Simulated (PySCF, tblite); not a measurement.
# C₆H₁₀ClNSi: geometry, infrared bands and NMR shifts

Wanted: the infrared bands and NMR shifts of C₆H₁₀ClNSi (`C=N[C@]1(C)C=C(Cl)C[SiH2]1`), by calculation.

Programs: tblite 0.8.0 and PySCF 2.14.0, with density-fitted response routines of our own. Each step states its level of theory. These are calculated values for one molecule in the gas phase, unless marked as measured. Atoms count from 0, in the outputs and in this text.

### 1 The starting structure

19 atoms, charge 0, multiplicity 1; geometry from: force field or distance geometry start.

Bonds of the start (Å): C0–N1 1.27, N1–C2 1.43, C2–C3 1.52, C2–C4 1.46, C4–C5 1.28, C5–Cl6 1.79, C5–C7 1.49, C7–Si8 1.89, Si8–C2 1.86, C0–H9 1.11, C0–H10 1.10, C3–H11 1.12, C3–H12 1.12, C3–H13 1.10, C4–H14 1.13, C7–H15 1.07, C7–H16 1.11, Si8–H17 1.45, Si8–H18 1.45.

### 2 Optimising the geometry with GFN2-xTB

The job: settings as JSON, then the geometry in Å.

```
{"job": {"kind": "relax", "xc": "GFN2-xTB", "basis": "xTB"}, "charge": 0, "multiplicity": 1}
C     -1.787900    -1.552900     0.269800
N     -1.027400    -0.729400     0.870500
C     -0.434600     0.336700     0.131900
C     -1.435400     1.415000    -0.237100
C      0.235500    -0.269000    -1.014700
C      1.428000    -0.702200    -0.882800
Cl     2.363000    -1.459000    -2.211000
C      2.045200    -0.526300     0.461300
Si     1.068700     1.000500     1.006700
H     -2.256900    -2.382900     0.828700
H     -2.019500    -1.440200    -0.798200
H     -1.594700     2.031200     0.686200
H     -2.446600     0.971200    -0.430600
H     -1.080100     2.088700    -1.025900
H     -0.310700    -0.330800    -2.005300
H      3.106400    -0.378200     0.477600
H      1.651500    -1.352600     1.090700
H      1.563100     2.182600     0.329800
H      0.922500     1.106900     2.445100
```

Run with:

```sh
$ OMP_NUM_THREADS=1 python probes_run.py task.json out
```

This one command runs all jobs of the session in turn.

**Question.** This job is followed by: GFN2-xTB harmonic vibrations, gas phase; GIAO PBE0/pcSseg-1 NMR shielding, non-relativistic, gas phase. What will the session give for the following? strongest single infrared mode (GFN2-xTB); zero-point energy (GFN2-xTB); 13C shifts against TMS (PBE0/pcSseg-1); 1H shifts against TMS (PBE0/pcSseg-1, means over atoms taken as alike); 15N shifts against NH3 (PBE0/pcSseg-1); 35Cl shifts against HCl (PBE0/pcSseg-1); 29Si shifts against TMS (PBE0/pcSseg-1); surface potential, 1st and 99th percentile.

**Answer**, as computed:

| quantity | value |
| --- | --- |
| strongest single infrared mode (GFN2-xTB) | 2270 cm⁻¹, 298 km/mol |
| zero-point energy (GFN2-xTB) | 88.2 kcal/mol |
| 13C shifts against TMS (PBE0/pcSseg-1) | 149.5, 149.4, 142.5, 68.7, 30.3, 22.6 ppm |
| 1H shifts against TMS (PBE0/pcSseg-1, means over atoms taken as alike) | 7.50, 7.28, 5.44, 4.44, 4.09, 2.04, 1.88, 1.73 ppm |
| 15N shifts against NH3 (PBE0/pcSseg-1) | 427.6 ppm |
| 35Cl shifts against HCl (PBE0/pcSseg-1) | 257 ppm |
| 29Si shifts against TMS (PBE0/pcSseg-1) | -13.4 ppm |
| surface potential, 1st and 99th percentile | -1.40 V and 1.18 V |

What this shows: Over 96 steps the energy fell by 0.903 eV; of the close pairs, C2–Si8 changed most, 1.862 to 1.938 Å. No mode is imaginary among the 51: a minimum at this level. The strongest single mode, at 2270 cm⁻¹, moves mainly H17. Unscaled tight-binding wavenumbers are off by several per cent, some by more. Its intensities can rank the bands wrongly. At PBE0/pcSseg-1: The widest tensor belongs to N1: span 772 ppm, with a paramagnetic part of -488 ppm. By nearest atom (PBE0/pcSseg-1), the HOMO sits on N1 44 %; C4, C5 about 12 % each and the LUMO on N1 31 %; C0 29 %.
